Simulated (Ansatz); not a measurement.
# C₂H₅As, SMILES C1C[AsH]1: a search for lower mean-field states

Computed with Ansatz 0.2.0 through its Python package.

The script reads `c2h5as.xyz`:
```text
8

C    -0.63170    0.18550   -0.40840
C     0.66720    0.44240    0.12880
As   -0.43740   -0.77860    1.26060
H    -0.63870   -0.39580   -1.33280
H    -1.35270    1.09950   -0.33820
H     0.82690    1.46940    0.56610
H     1.51130   -0.05480   -0.43090
H     0.14730   -2.02480    0.49900
```

At the Python prompt:
```pycon
>>> import warnings
>>> import ansatz
>>> import numpy as np
>>> warnings.simplefilter('ignore', ansatz.DeckWarning)
>>> system = ansatz.Crystal.molecule_from_extxyz('c2h5as.xyz')
>>> symbols = [site.symbol for site in system.cartesian_sites]
>>> start = np.array([site.position_ang for site in system.cartesian_sites])
>>> for factor in [1.0, 1.5]:
...     xyz = (start - start.mean(axis=0)) * factor
...     scaled = ansatz.Crystal.molecule()
...     for symbol, place in zip(symbols, xyz):
...         scaled = scaled.atom(symbol, place.tolist())
...     model = scaled.calculation()
...     model = model.basis(gaussian='def2-SVP')
...     model = model.functional('pbe')
...     model = model.spin('collinear')
...     for search in ('off', 'standard'):
...         try:
...             data = model.scf(lower_state_search=search).run(threads=1).report
...         except ansatz.AnsatzError as error:
...             print(f'x{factor} search {search}: {type(error).__name__}')
...             continue
...         state = data['mean_field']['state']
...         print(f'all distances x{factor}, search {search:8s} E = {data["free_energy_ev"]:.5f} eV  <S^2> = {abs(state["spin_squared"]):.3f}  other states met: {len(data["mean_field"]["others"])}')
...
all distances x1.0, search off      E = -62974.55898 eV  <S^2> = 0.000  other states met: 0
all distances x1.0, search standard E = -62974.55898 eV  <S^2> = 0.000  other states met: 0
all distances x1.5, search off      E = -62958.33034 eV  <S^2> = 0.000  other states met: 0
all distances x1.5, search standard E = -62958.36532 eV  <S^2> = 0.484  other states met: 11
```

Caveats:
- Total energies depend on the basis set; only differences at equal settings carry meaning.
- The count of other states can hold repeated and symmetry-equivalent ends of the search; scaling all distances is a test, and for more than two atoms no physical path.
- The geometry comes from a force field and isn't relaxed at this level.
- The expectation value of S² is noticeably off S(S+1) in at least one run, so that state is spin-contaminated.
- Timing: 20 s on 1 thread of Arm Neoverse V1, with other jobs on the host, peak memory 0.24 GiB.
